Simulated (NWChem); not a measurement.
**TlBr (SMILES [Br][Tl]) at 6 levels**

Wanted: a comparison of 6 runs (HF/def2-TZVPPD, BLYP/def2-SVP, B2PLYP/def2-TZVP, M06-2X/def2-TZVP, PBE0/def2-TZVP, MP2/def2-TZVPPD) of TlBr. 

The results are computed with NWChem 7.3.0.

## (1) The molecule

TlBr: 2 atoms, total charge 0, spin state singlet. SMILES: `[Br][Tl]`. The bond length is the measured one.

Bond lengths: Br1–Tl2 2.618 Å.

## (2) Energy and gradient at HF/def2-TZVPPD (core potential) (run 1)

brtl.nw reads:

```
start brtl
title "TlBr"
memory stack 880 mb heap 220 mb global 1100 mb
charge 0

geometry units au noautosym nocenter noautoz
 Br     0.00000000     0.00000000     0.00000000
 Tl     0.00000000     0.00000000     4.94766393
end

basis spherical bse
 * library def2-TZVPPD
end

ecp bse
 Tl library def2-TZVPPD
end

scf
 thresh 1e-08
 maxiter 80
 print low
end

task scf gradient
```

The run is started by

```console
$ nwchem brtl.nw > brtl.out
```

Output:

```text
[...]
  functions       =   113
[...]
  wavefunction    = RHF
[...]
         Total SCF energy =  -2744.020814701870
      One-electron energy =  -4182.964650406090
      Two-electron energy =   1290.388879183558
 Nuclear repulsion energy =    148.554956520662
        Time for solution =     50.3s
[...]
                         RHF ENERGY GRADIENTS
    atom               coordinates                        gradient
                 x          y          z           x          y          z
   1 Br      0.000000   0.000000   0.000000    0.000000  -0.000000   0.010894
   2 Tl      0.000000   0.000000   4.947664   -0.000000   0.000000  -0.010894
 Task  times  cpu:       71.8s     wall:       71.8s
 Total times  cpu:       71.9s     wall:       71.9s
```

It took 73 s on 1 thread of Intel Xeon Platinum 8488C (Sapphire Rapids), shared host; peak memory 0.11 GiB.

## (3) Energy and forces at BLYP/def2-SVP (core potential) (run 2)

brtl.nw reads:

```
START brtl
memory 2200 mb
charge 0

GEOMETRY noautosym nocenter noautoz
Br       0.000000       0.000000       0.000000
Tl       0.000000       0.000000       2.618191
END

BASIS spherical bse
Br library def2-SVP
Tl library def2-SVP
END

ECP bse
Tl library def2-SVP
END

DFT
xc becke88 lyp
grid xfine
convergence energy 1e-08
maxiter 100
mulliken
noprint "final vectors analysis"
END

TASK dft gradient
```

The run is started by

```console
$ nwchem brtl.nw > brtl.out
```

Output:

```text
[...]
          Wavefunction type:  closed shell.
          No. of atoms     :     2
          No. of electrons :    56
[...]
          Charge           :     0
          Spin multiplicity:     1
[...]
          AO basis - number of functions:    58
[...]
              XC Information
              --------------
                    Becke 1988 Exchange Functional  1.000
              Lee-Yang-Parr Correlation Functional  1.000
[...]
 d= 0,ls=0.0,diis     1  -2746.3922139698 -2.89D+03  4.11D-02  4.10D-01     1.7
[...]
 d= 0,ls=0.0,diis    10  -2746.4479932589 -3.72D-09  8.32D-07  8.90D-10    11.6
         Total DFT energy =    -2746.447993258924
      One electron energy =    -4181.447643951045
           Coulomb energy =     1392.743359119976
    Exchange-Corr. energy =     -106.298675584482
 Nuclear repulsion energy =      148.554967156628
[...]
      Total Density - Mulliken Population Analysis
     ---------------------------------------------
    Atom       Charge   Shell Charges
 -----------   ------   -------------------------------------------------------
    1 Br  35    35.33   2.00  2.00  1.99  1.48  0.50  6.00  5.97  2.34  3.05  8.18  1.75  0.08
    2 Tl  21    20.67  -0.86  2.92  1.36  0.55  2.61  3.41  0.41  0.23  9.57  0.47
[...]
  wavefunction    = closed shell
                         DFT ENERGY GRADIENTS
    atom               coordinates                        gradient
                 x          y          z           x          y          z
   1 Br      0.000000   0.000000   0.000000   -0.000000  -0.000000   0.015828
   2 Tl      0.000000   0.000000   4.947664    0.000000   0.000000  -0.015828
[...]
```

It took 16 s on 1 thread of Intel Xeon Platinum 8488C (Sapphire Rapids), shared host; peak memory 0.12 GiB.

Runs 3 to 5 aren't shown in full; the table further down has their settings and results.

## (4) Energy and forces at MP2/def2-TZVPPD (core potential) (run 6)

work.xyz reads:

```xyz
2

Br     0.000000     0.000000     0.000000
Tl     0.000000     0.000000     2.618191
```

run.py reads:

```python
from ase.io import read
from ase.calculators.nwchem import NWChem

system = read('work.xyz')

calc = NWChem(
    label='work',
    theory='mp2',
    memory='2200 mb',
    basis='def2-TZVPPD',
    basispar='spherical bse',
    scf={'nopen': '0', 'rhf': None, 'thresh': '1e-08', 'maxiter': '80'},
    mp2={'freeze': 'core 13', 'tight': None},
    **{'ecp bse': {'Tl library': 'def2-TZVPPD'}},
)
system.calc = calc

forces = system.get_forces()
print(f"energy = {system.get_potential_energy():.6f} eV")
print("forces (eV/A):")
for s, f in zip(system.symbols, forces):
    print(f"{s:2s} {f[0]:10.5f} {f[1]:10.5f} {f[2]:10.5f}")
```

The run is started by

```console
$ export ASE_NWCHEM_COMMAND="nwchem PREFIX.nwi > PREFIX.nwo"
$ python run.py
```

Output:

```text
energy = -74685.965137 eV
forces (eV/A):
Br   -0.00000   -0.00000   -0.20451
Tl    0.00000    0.00000    0.20451
```

The calculator wrote work.nwi:

```
title "work"

permanent_dir work

scratch_dir work

start work

geometry units angstrom nocenter noautosym noautoz
  Br 0.0000000000000000e+00 0.0000000000000000e+00 0.0000000000000000e+00
  Tl 0.0000000000000000e+00 0.0000000000000000e+00 2.6181909999999999e+00
end

memory 2200 mb

basis spherical bse noprint
   * library def2-TZVPPD
end

scf
  nopen 0
  rhf
  thresh 1e-08
  maxiter 80
end
mp2
  freeze core 13
  tight
end
ecp bse
  Tl library def2-TZVPPD
end

task mp2 gradient
```

work.nwo:

```text
Northwest Computational Chemistry Package (NWChem) 7.3.0
             --------------------------------------------------------

           Job information
           ---------------

    nwchem branch   = 7.3.0
    use scalapack   = T
    input           = work.nwi
    prefix          = work.
    data base       = work/work.db
    status          = startup
    nproc           =        1

           Memory information
           ------------------

[... 5 lines left out ...]
    hardfail = no
[... 106 lines left out ...]
 Convergence threshold     :          1.000E-08
[... 16 lines left out ...]
      One-electron energy =  -4182.964671259095
[... 48 lines left out ...]
                       ROHF Final Molecular Orbital Analysis
[... 523 lines left out ...]
  MP2 natural orbitals output to work/work.mp2nos
[... 8 lines left out ...]
                 ----------------------------------------
                 |  Time  |  1-e(secs)   |  2-e(secs)   |
                 ----------------------------------------
                 |  CPU   |       0.04   |      20.08   |
                 ----------------------------------------
                 |  WALL  |       0.04   |      20.08   |
                 ----------------------------------------
 -----------------------
 Task  times  cpu:      144.4s     wall:      144.4s
 Total times  cpu:      144.4s     wall:      144.4s
```

Run time: 2.4 min. Hardware: 1 thread of Intel Xeon Platinum 8488C (Sapphire Rapids), shared host; peak memory 0.53 GiB.

## (5) The series

```csv
run,level,core potential,iteration cap,energy (Eh),largest force (eV/Å),wall time
1,HF/def2-TZVPPD (core potential),def2-TZVPPD,80,-2744.020815,0.560,73 s
2,BLYP/def2-SVP (core potential),def2-SVP,100,-2746.447993,0.814,16 s
3,B2PLYP/def2-TZVP (core potential),def2-TZVP,100,-2746.151972,–,33 s
4,M06-2X/def2-TZVP (core potential),def2-TZVP,100,-2746.679268,0.530,43 s
5,PBE0/def2-TZVP (core potential),def2-TZVP,100,-2746.459680,0.229,42 s
6,MP2/def2-TZVPPD (core potential),def2-TZVPPD,80,-2744.658617,0.205,2.4 min
```

## (6) Outcome

| quantity | value |
| --- | --- |
| run 6: total energy | -2744.65862 Eh |
| run 6: dipole moment (of the density that the program reports) | 4.92 D |
| run 6: HOMO energy (Hartree–Fock orbitals) | -9.38 eV |
| run 6: LUMO energy (Hartree–Fock orbitals) | 0.36 eV |
| run 6: HOMO–LUMO gap (Hartree–Fock orbitals) | 9.74 eV |
| run 6: correlation energy (13 core orbitals frozen) | -637.8 mEh |
| run 6: largest force on an atom | 0.205 eV/Å |

What this shows: Over runs 2, 3, 4, 5, 6 the dipole moment (its size) runs from 3.50 D (BLYP/def2-SVP) to 4.92 D (MP2/def2-TZVPPD). The two ends differ in method and basis. Totals of different functionals can't be ranked against each other. All runs together took 5.9 min, the longest 2.4 min.
